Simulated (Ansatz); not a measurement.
# YSe2 (fluorite): other levels of theory at one geometry

The task here is to estimate one member of a computed series from the others.

Program: Ansatz 0.2.0. Level of theory: DFT at several levels, plane waves, PAW. These are calculated values, not measurements.

1 further run of the same task is left out (set aside as unsound or not needed).

### The structure to begin with

Symmetry: Fm-3m, No. 225, cubic system. Conventional cell: a = 6.859 Å, b = 6.859 Å, c = 6.859 Å, α = 90.00°, β = 90.00°, γ = 90.00°. Y (site symmetry m-3m) has 8 Se at 2.97 Å as nearest neighbours. Se (site symmetry -43m) is surrounded by 4 Y at 2.97 Å.

Structure file:

```cif
data_structure
_symmetry_space_group_name_H-M 'Fm-3m'
_symmetry_Int_Tables_number 225
_cell_length_a 6.8588
_cell_length_b 6.8588
_cell_length_c 6.8588
_cell_angle_alpha 90.000
_cell_angle_beta 90.000
_cell_angle_gamma 90.000
_cell_volume 322.66
loop_
_atom_site_label
_atom_site_type_symbol
_atom_site_symmetry_multiplicity
_atom_site_Wyckoff_symbol
_atom_site_fract_x
_atom_site_fract_y
_atom_site_fract_z
_atom_site_occupancy
Y1 Y 4 a 0.00000 0.00000 0.00000 1
Se1 Se 8 c 0.25000 0.75000 0.75000 1
```

This cell comes from an earlier session at PBE: 26.889 Å³/atom at 0.00 GPa, on a 8×8×8 mesh, metallic.

Levels to run: PBE+SOC; r²SCAN; PBEsol; LDA. Hardware: 2 threads of Arm Neoverse V2, shared host.

The first run:

The input, input.yaml:

```yaml
crystal:
  lattice:
    - [0.0, 3.4294106005, 3.4294106005]
    - [3.4294106005, 0.0, 3.4294106005]
    - [3.4294106005, 3.4294106005, 0.0]
  atoms:
    - { symbol: "Y", position: [0.0, 0.0, 0.0] }
    - { symbol: Se, position: [0.25, 0.25, 0.25] }
    - { symbol: Se, position: [0.75, 0.75, 0.75] }
basis:
  ecutwfc: 420
  ecutrho_ratio: 4
kpoints:
  mp_grid: { grid: [8, 8, 8] }
hamiltonian:
  xc: pbe
scf:
  occupations: { method: gaussian, width: 0.05 }
output:
  forces: true
  stress: true
  eigenvalues: true
  populations: true
  dos: { projected: true, de: 0.02 }
  write_density: true
  write_potential: true
  elf: true
  volumetric_format: npy
magnetization:
  noncollinear: true
  spin_orbit: true
```

On the command line:

```
$ ansatz run input.yaml --threads 2 --pin off --max-ram 2662MiB --backend cpu --events-out ev --progress --plain --runs-dir out
```

Steps of the session up to this table: PBE+SOC; r²SCAN; PBEsol; LDA.

One of the session's tables, all rows but one given; the rest of the session is left out.

```
  level  pressure (GPa)
    PBE             0.0
    LDA            -4.5
 PBEsol               ?
PBE+SOC             0.0
 r²SCAN            -0.5
```

Estimate the missing values for PBEsol.

**Answer.** pressure (GPa): -2.7. In the column «pressure (GPa)» it lies between LDA (-4.5) and r²SCAN (-0.5).

The pressure runs from -4.5 GPa (LDA) to 0.0 GPa (PBE+SOC); a negative pressure means that level wants a smaller cell, a positive one a larger cell. Total energies of different levels have different zeros and can't be compared.
